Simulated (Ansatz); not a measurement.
## Ti, space group P6/mmm: a convergence test of the k-point mesh

Run with Ansatz's Python interface.

`run_kconv.py`
```python
"""k-point test for Ti."""

import ansatz as az
from pymatgen.core import Lattice, Structure
from pymatgen.io.ase import AseAtomsAdaptor
from tabulate import tabulate

pmg_structure = Structure(
    Lattice([(4.6, 0.0, 0.0), (-2.3, 3.983717, 0.0), (0.0, 0.0, 2.82)]),
    ["Ti", "Ti", "Ti"],
    [
        (0.0, 0.0, 0.0),
        (1 / 3, 2 / 3, 0.5),
        (2 / 3, 1 / 3, 0.5),
    ],
)
system = az.Crystal.from_ase(AseAtomsAdaptor.get_atoms(pmg_structure))

model = (
    system.calculation()
    .occupations("Marzari-Vanderbilt")
    .functional(az.Functional.R2SCAN)
    .scf(tolerance=1e-10)
    .basis(600)
    .stress()
)

rows = []
for value in [0.8, 0.6, 0.5, 0.4, 0.33]:
    summary = model.kpoints(spacing=value).run().report
    rows.append((value, summary["free_energy_ev"] / len(summary["lattice"]["sites"]), summary["n_iterations"], sum(summary["stress_gpa"][i][i] for i in range(3)) / 3, summary["n_kpoints"]))

print(tabulate(rows, headers=["spacing (1/A)", "F/atom (eV)", "iterations", "P (GPa)", "k-points"], floatfmt=".4f", tablefmt="github"))

# the last row is the reference
for row in rows[:-1]:
    shift = 1000 * (row[1] - rows[-1][1])
    print(f"{row[0]}: {shift:+.2f} meV/atom" + ("  (within 5 meV)" if abs(shift) < 5 else ""))
```

Output of `python run_kconv.py`:
```text
|   spacing (1/A) |   F/atom (eV) |   iterations |   P (GPa) |   k-points |
|-----------------|---------------|--------------|-----------|------------|
|          0.8000 |    -2504.3729 |           26 |   -4.1019 |          4 |
|          0.6000 |    -2504.4044 |           10 |   -2.2631 |          9 |
|          0.5000 |    -2504.3927 |           11 |   -1.4105 |         12 |
|          0.4000 |    -2504.3879 |           11 |   -1.4432 |         16 |
|          0.3300 |    -2504.3844 |           11 |   -1.1067 |         20 |
0.8: +11.53 meV/atom
0.6: -19.98 meV/atom
0.5: -8.23 meV/atom
0.4: -3.44 meV/atom  (within 5 meV)
```

From a spacing of 0.4 (4×4×6) on it stays within 5 meV an atom of the value at a spacing of 0.33 (5×5×7); the first row (a spacing of 0.8 (2×2×3)) is off by 11.5 meV and the last but one by 3.44 meV. It goes up and down, since the sum over k-points isn't variational. The pressure moves from -4.10 to -1.11 GPa.

Caveats:
- Pressure is positive in compression.
- This isn't the structure that Ti takes at ambient conditions.
- Shifts are counted from the finest mesh, which is itself no proven limit.
- Timing: 27 s on 1 thread of Arm Neoverse V1, on a shared host, peak memory 0.63 GiB.
